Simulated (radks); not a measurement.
# Al⁵⁺ in [He] 2s2 2p4: an all-electron calculation

An exercise on one series of results from a longer session: the logs are not shown, and one member is left open.

Method: non-relativistic Kohn-Sham, revPBE, spin-polarised, spherical densities, point nucleus; open shells are filled with parallel spins first. Code: radks (a radial shooting solver on a logarithmic mesh, Libxc functionals) version 1.

## The system

```
element       : aluminium (Z = 13)
charge        : +5
electrons     : 8
configuration : [He] 2s2 2p4
```

The outer shells:

Al⁵⁺
```
[He] core
2s [↑↓]
2p [↑↓][↑ ][↑ ]
```

The first run:

The run's settings:

```text
Z 13
configuration [He] 2s2 2p4 3s0 3p0 3d0
relativity non-relativistic
functional pbe_r,pbe
spin polarised
nucleus point
```

Steps of the session up to this table: Self-consistent calculation.

One of the session's tables, all rows but one given; the rest of the session is left out.

It belongs to the step «Orbitals and density». Radial moments (bohr):

| level | <r> | outermost maximum (interpolated) | 90 % within | nodes |
| --- | --- | --- | --- | --- |
| 1s up | 0.1204 | 0.0787 | 0.215 | 0 |
| 1s down | ? | ? | ? | ? |
| 2s up | 0.5836 | 0.479 | 0.909 | 1 |
| 2s down | 0.5901 | 0.483 | 0.921 | 1 |
| 2p up | 0.5354 | 0.403 | 0.883 | 0 |
| 2p down | 0.5449 | 0.408 | 0.902 | 0 |
| 3s up | 1.630 | 1.49 | 2.38 | 2 |
| 3s down | 1.651 | 1.51 | 2.41 | 2 |

**Question.** Estimate the row for 1s down.

The run gave: <r>: 0.1202; outermost maximum (interpolated): 0.0786; 90 % within: 0.215; nodes: 0. In the column «<r>» it is the lowest.

Limits of these values: Open shells are spherical and high-spin; term and fine-structure splittings are not resolved.
